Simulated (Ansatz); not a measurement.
**H2Br+ (singlet): the correlation ladder at distance Br1–H2 = 2.372 Å, 6-31G**

Aim: climb from Hartree-Fock through coupled cluster and multireference methods for H2Br+ (singlet) at one geometry and basis, and see what each rung misses.

Method: 6-31G, core rule «outside noble gas», up to 14 orbitals frozen; program: Ansatz 0.2.0, Gaussian basis.

Plan: UHF; CCSD(T) on RHF; CCSD(T) on UHF; BCCD(T) on RHF; CISD; CCSDT(Q) on RHF; CCSDT(Q) on UHF; CCSDTQ on RHF; CASSCF and MRCISD+Q, 2 electrons in 2 orbitals; CASSCF and NEVPT2, 2 electrons in 2 orbitals; CASSCF and MRCISD+Q, 8 electrons in 6 orbitals; CASSCF and NEVPT2, 8 electrons in 6 orbitals; Full CI.

24 further runs of the same task are left out: 21 that didn't finish, 3 set aside as unsound or not needed. Runs told in other sessions of the task aren't counted.

## 1. What is computed

The geometry derives from a PBE0/def2-TZVP stationary point (not a proven minimum). One bond is set to the value named and the two fragments are kept rigid. No spin-orbit coupling is included. The filled d shell of Br may be among the frozen orbitals whatever the setting's name suggests.

3 atoms, charge 1, spin multiplicity 1.

Atoms are counted from 1 here; the program's logs count them from 0.

Bond lengths: Br1–H3 1.447 Å.

## 2. UHF

in.yaml

```yaml
crystal:
  periodic: [false, false, false]
  atoms:
    - {symbol: Br, position_ang: [0.000000, -0.032482, 0.008222]}
    - {symbol: H, position_ang: [0.000000, 1.607098, -1.705885]}
    - {symbol: H, position_ang: [0.000000, 0.967893, 1.054069]}
basis:
  gaussian: {orbitals: 6-31G}
total_charge: 1
magnetization: {spin_polarized: true, initial_magnetization: 0}
hamiltonian: {xc: hf}
output: {orbitals: {seedname: orbitals}}
```

Started as:

```bash
$ ansatz run in.yaml --threads 1 --pin off --events-out ev --progress --plain --max-ram 2393MiB
```

The runs that follow: CCSD(T) on RHF; CCSD(T) on UHF; BCCD(T) on RHF; CISD; CCSDT(Q) on RHF; CCSDT(Q) on UHF; CCSDTQ on RHF; CASSCF and MRCISD+Q, 2 electrons in 2 orbitals; CASSCF and NEVPT2, 2 electrons in 2 orbitals; CASSCF and MRCISD+Q, 8 electrons in 6 orbitals; CASSCF and NEVPT2, 8 electrons in 6 orbitals; Full CI.

Q: Predict the results of all the runs planned. Wanted: FCI from the RHF energy; RMP2 from FCI; UMP2 from FCI; RCCSD from FCI; RCCSD(T) from FCI; UCCSD(T) from FCI; RCCSDT(Q) from FCI; UCCSDT(Q) from FCI; NEVPT2 pair from FCI.

**Answer**, as computed:

| quantity | value |
| --- | --- |
| FCI from the RHF energy | -2.5925 eV |
| RMP2 from FCI | +743.9 meV |
| UMP2 from FCI | +882.3 meV |
| RCCSD from FCI | +50.9 meV |
| RCCSD(T) from FCI | +0.8 meV |
| UCCSD(T) from FCI | +14.5 meV |
| RCCSDT(Q) from FCI | +0.5 meV |
| UCCSDT(Q) from FCI | -1.7 meV |
| NEVPT2 pair from FCI | +279.1 meV |
| MRCISD+Q pair from FCI | +0.3 meV |
| NEVPT2 valence from FCI | +163.7 meV |
| levels within 1 kcal/mol (43 meV) | RCCSD(T), UCCSD(T), BCCD(T), RCCSDT, UCCSDT, RCCSDT(Q), UCCSDT(Q), RCCSDTQ, MRCISD pair, MRCISD+Q pair, MRCISD valence, MRCISD+Q valence |
| T1 diagnostic | 0.047 |
| effectively unpaired electrons | 0.26 |

In words: RCCSD(T) misses by +0.8 meV, 0.0 % of the correlation energy. The occupations show static correlation (0.26 effectively unpaired electrons where one determinant has 0). Of the multireference levels listed MRCISD+Q pair comes nearest in total energy (+0.3 meV), which doesn't show that its space is the better one. These misses are within one basis, not against nature.
